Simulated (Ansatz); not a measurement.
# C2H4BBrO: the cost of one run

Program: Ansatz 0.2.0. Level of theory: RKS PBE0-D4/def2-SVP. These are calculated values, not measurements.

## 1. The structure to begin with

Bond lengths: B1–C2 1.513 Å, C2–Br3 1.889 Å, C2–C4 1.305 Å, C4–O5 1.372 Å, B1–H6 1.219 Å, B1–H7 1.211 Å, C4–H8 1.117 Å, O5–H9 1.014 Å. Angles: B1–C2–Br3 116.5°, B1–C2–C4 124.0°, Br3–C2–C4 119.5°, C2–B1–H6 122.5°, C2–B1–H7 122.0°, H6–B1–H7 115.2°, C2–C4–O5 128.6°, C2–C4–H8 116.3°, O5–C4–H8 115.0°, C4–O5–H9 117.4°.

As a file:

```xyz
9

B    -0.7155    1.1895    0.8142
C     0.2187    0.2414    0.0951
Br    2.0423    0.7332    0.0433
C    -0.1604   -0.8793   -0.4546
O     0.6027   -1.8133   -1.1095
H    -1.9202    1.0109    0.8609
H    -0.3298    2.2358    1.2874
H    -1.2531   -1.1077   -0.4117
H     1.6037   -1.6569   -1.1422
```

## 2. Relaxing end A

Input file input.yaml:

```yaml
crystal:
  periodic: [false, false, false]
  atoms:
    - { symbol: B, position_ang: [-0.7155, 1.1895, 0.8142] }
    - { symbol: C, position_ang: [0.2187, 0.2414, 0.0951] }
    - { symbol: Br, position_ang: [2.0423, 0.7332, 0.0433] }
    - { symbol: C, position_ang: [-0.1604, -0.8793, -0.4546] }
    - { symbol: O, position_ang: [0.6027, -1.8133, -1.1095] }
    - { symbol: H, position_ang: [-1.9202, 1.0109, 0.8609] }
    - { symbol: H, position_ang: [-0.3298, 2.2358, 1.2874] }
    - { symbol: H, position_ang: [-1.2531, -1.1077, -0.4117] }
    - { symbol: H, position_ang: [1.6037, -1.6569, -1.1422] }
basis:
  gaussian: { orbitals: def2-SVP }
hamiltonian:
  xc: pbe0
  dispersion: d4
relax:
  f_tol: 0.015
  max_steps: 40
```

The run is started by

```sh
ansatz run input.yaml --threads 2 --pin off --max-ram 3072MiB --backend cpu --events-out ev --progress --plain --runs-dir out
```

Q: Estimate wall time and peak memory on 2 threads of AMD EPYC 7R43 (Zen 3), shared host.

About 52 s, with a peak of 0.28 GiB.
